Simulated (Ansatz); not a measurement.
# SnBrCl: one species, many methods

One table from this session's results is given with a row withheld; the runs are named, their logs left out.

Computed with Ansatz 0.2.0, Gaussian basis. Level: functionals in def2-TZVPP, the program's frozen cores in correlated methods.

Plan: LDA (SPW92), PBE-D4, revPBE-D4, BLYP-D4, r2SCAN-D4, B97M-V, PBE0-D4, B3LYP-D4, r2SCANh-D4, r2SCAN0-D4, HSE06-D4, BHLYP-D4, CAM-B3LYP-D4, LC-ωPBE, ωB97X-V, ωB97M-V, B2PLYP, PBE-QIDH; CCSD(T)/def2-SVP; CCSD(T)/def2-TZVPP; MP2/def2-QZVPP; extrapolation to the limit; RPA on PBE.

## The relaxed structure

An earlier PBE0-D4 in a triple-zeta def2 set relaxation fixed the geometry. Sn takes the def2 core potential; no spin-orbit term is included.

SMILES `[Cl][Sn][Br]`, 3 atoms, charge 0, spin multiplicity 1.

Atoms are counted from 1 here; the program's logs count them from 0.

Bond lengths: Cl1–Sn2 2.363 Å, Sn2–Br3 2.518 Å. Angles: Cl1–Sn2–Br3 98.8°.

Coordinates:

```xyz
3
charge 0, multiplicity 1
Cl    0.5805    1.7108    0.4952
Sn   -0.9270    0.1769   -0.4848
Br    0.3355   -1.9525   -0.0236
```

The first run:

Input file in.yaml:

```yaml
crystal:
  periodic: [false, false, false]
  atoms:
    - {symbol: Cl, position_ang: [0.580523, 1.710844, 0.495184]}
    - {symbol: Sn, position_ang: [-0.926950, 0.176870, -0.484822]}
    - {symbol: Br, position_ang: [0.335528, -1.952514, -0.023563]}
basis:
  gaussian: {orbitals: def2-TZVPP}
hamiltonian: {xc: lda}
output: {orbitals: {seedname: orbitals}}
```

Command:

```sh
$ ansatz run in.yaml --threads 4 --pin off --events-out ev --progress --plain --max-ram 10444MiB
```

Steps of the session up to this table: LDA; PBE-D4 (GGA); revPBE-D4 (GGA); BLYP-D4 (GGA); r2SCAN-D4 (meta-GGA); B97M-V (meta-GGA); PBE0-D4 (hybrid); B3LYP-D4 (hybrid); r2SCANh-D4 (hybrid); r2SCAN0-D4 (hybrid); HSE06-D4 (hybrid); BHLYP-D4 (hybrid); CAM-B3LYP-D4 (range-separated); LC-ωPBE (range-separated); ωB97X-V (range-separated); ωB97M-V (range-separated); B2PLYP (double hybrid); PBE-QIDH (double hybrid).

One of the session's tables, all rows but one given; the rest of the session is left out.

It belongs to the step «Frontier levels by functional». 

```
  functional  HOMO (eV)  LUMO (eV)  gap (eV)
 LDA (SPW92)      -7.00      -4.07      2.93
      PBE-D4      -6.80      -3.80      3.00
   revPBE-D4      -6.73      -3.70      3.03
     BLYP-D4      -6.65      -3.72      2.92
   r2SCAN-D4      -7.10      -3.77      3.33
      B97M-V          ?          ?         ?
     PBE0-D4      -7.86      -3.17      4.69
    B3LYP-D4      -7.66      -3.39      4.28
  r2SCANh-D4      -7.49      -3.53      3.96
  r2SCAN0-D4      -8.06      -3.15      4.91
    HSE06-D4      -7.47      -3.53      3.94
    BHLYP-D4      -8.76      -2.47      6.29
CAM-B3LYP-D4      -9.06      -2.27      6.78
     LC-ωPBE     -10.26      -1.22      9.04
     ωB97X-V      -9.96      -1.30      8.66
     ωB97M-V      -9.86      -1.42      8.44
```

Estimate the missing values for B97M-V.

As computed: HOMO (eV): -7.00; LUMO (eV): -3.76; gap (eV): 3.25.
